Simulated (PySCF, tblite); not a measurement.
# C5H11NS+ (doublet): geometry, infrared bands and EPR parameters

Wanted: the infrared bands and EPR parameters of C5H11NS+ (doublet) (`[NH2+][C@H]1C[C@@H](CS)C1`), by calculation.

Programs: tblite 0.8.0 and PySCF 2.14.0, with density-fitted response routines of our own. Each step states its level of theory. These are calculated values for one molecule in the gas phase, unless marked as measured. Atoms count from 0, in the outputs and in this text.

### Step 1. The starting structure

18 atoms, charge 1, multiplicity 2; geometry from: force field or distance geometry start.

Bonds of the start (Å): N0–C1 1.43, C1–C2 1.53, C2–C3 1.49, C3–C4 1.50, C4–S5 1.83, C3–C6 1.52, C6–C1 1.50, N0–H7 1.03, N0–H8 1.02, C1–H9 1.13, C2–H10 1.09, C2–H11 1.13, C3–H12 1.13, C4–H13 1.12, C4–H14 1.11, S5–H15 1.42, C6–H16 1.11, C6–H17 1.09.

### Step 2. Relaxing the molecule with GFN2-xTB

Job settings and geometry (Å):

```
{"job": {"kind": "relax", "xc": "GFN2-xTB", "basis": "xTB"}, "charge": 1, "multiplicity": 2}
N     -2.192500     0.843000    -0.812300
C     -1.462800    -0.078900    -0.004400
C     -0.594200    -1.041100    -0.821800
C      0.497200    -0.785200     0.156700
C      1.846300    -0.408900    -0.388500
S      1.766000     1.133200    -1.367800
C     -0.220900     0.457300     0.644800
H     -2.608700     1.613200    -0.265400
H     -1.653500     1.080300    -1.644100
H     -2.107600    -0.686700     0.701100
H     -0.438500    -0.758200    -1.865500
H     -1.057300    -2.069300    -0.752900
H      0.494200    -1.609100     0.924300
H      2.267500    -1.221400    -1.028600
H      2.520000    -0.201900     0.475200
H      2.982700     1.824000    -1.140000
H      0.157800     1.389800     0.177600
H     -0.204600     0.526400     1.735200
```

Launch:

```console
> OMP_NUM_THREADS=1 python probes_run.py task.json out
```

One launch serves the whole session: the jobs run in the order shown.

**Question.** This job is followed by: GFN2-xTB harmonic vibrations, gas phase; UKS B3LYP, pcH-1 on C H N S, non-relativistic, mean-field spin-orbit, GIAO. What will the session give for the following? strongest single infrared mode (GFN2-xTB); zero-point energy (GFN2-xTB); g(iso) (B3LYP); ⟨S²⟩; largest a(iso) (averaged by class).

**Answer**, as computed:

```
                                 quantity                    value
strongest single infrared mode (GFN2-xTB)     432 cm⁻¹, 266 km/mol
             zero-point energy (GFN2-xTB)            93.6 kcal/mol
                           g(iso) (B3LYP)                  2.00766
                                     ⟨S²⟩       0.754 (exact 0.75)
       largest a(iso) (averaged by class)  13C on C2, C6, 51.9 MHz
```

**Reading.** Over 72 steps the energy fell by 0.855 eV; of the close pairs, S5–H15 changed most, 1.418 to 1.334 Å. No mode is imaginary among the 48: a minimum at this level. The strongest single mode, at 432 cm⁻¹, is carried by N0, H8, H7. Unscaled tight-binding wavenumbers are off by several per cent, some by more. Its intensities can rank the bands wrongly. N0 carries the largest spin population, 0.53 e. The isotropic g lies 5.3 ppt above the free-electron value. These values are for one conformer; the search (at its own cheap level) found 2 more, at 0.44, 0.45 kcal/mol, and measured spectra average over such forms.
